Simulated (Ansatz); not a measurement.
**CsLiCr2Te2S3 in Ansatz: the effect of Hubbard term**

Crystal: CsLiCr2Te2S3.

```
Cs Li Cr Te S
1.0
     3.42162   -5.18069    0.00784
     3.42162    5.18069    0.00784
    -2.90411    0.00000    7.43093
Cs Li Cr Te S
1 1 2 2 3
Direct
  0.09374 0.09374 0.00853
  0.58875 0.58875 0.55336
  0.05646 0.46755 0.55790
  0.46755 0.05646 0.55790
  0.56486 0.87357 0.29035
  0.87357 0.56486 0.29035
  0.81151 0.39697 0.73347
  0.39697 0.81151 0.73347
  0.21404 0.21404 0.48371
```

The cell was built by a generator and needn't be a form met in nature.

Alike in all runs:

```yaml
Program: Ansatz 0.2.0
Task: projected density of states
Functional: PBE
Potentials_or_basis: Ansatz PAW
Cutoff: "420 eV (not typed: the program's choice for these potentials)"
k_mesh: 5 × 5 × 4
Occupations: fermi-dirac, width 0.05 eV
Spin: collinear spin, ferromagnetic start
Starting_moments: "[0.0, 0.0, 3.0, 3.0, 0.0, 0.0, 0.0, 0.0, 0.0] μB"
Hubbard_projectors: ortho-atomic (the default)
Double_counting: fll (the default)
```

Task: One run gave: pressure 3.6 GPa; moment 5.59 μB; largest force 1.94 eV/Å. Which Hubbard term did it use?
A. Cr d U = 2 eV
B. Cr d U = 8 eV
C. Cr d U = 4 eV
D. Cr d U = 6 eV

Result: C.

```csv
Hubbard term,pressure (GPa),moment (μB),largest force (eV/Å)
Cr d U = 2 eV,1.8,4.72,0.82
Cr d U = 4 eV,3.6,5.59,1.94
Cr d U = 6 eV,5.0,5.97,2.64
Cr d U = 8 eV,6.3,6.07,3.02
```

Caveats: the magnetic or orbital state may not be the lowest; only a ferromagnetic start was run, and an antiferromagnetic order may lie lower in energy; forces of over 1 eV/Å show positions far from the minimum, so gaps and moduli don't describe the material at rest (some runs).
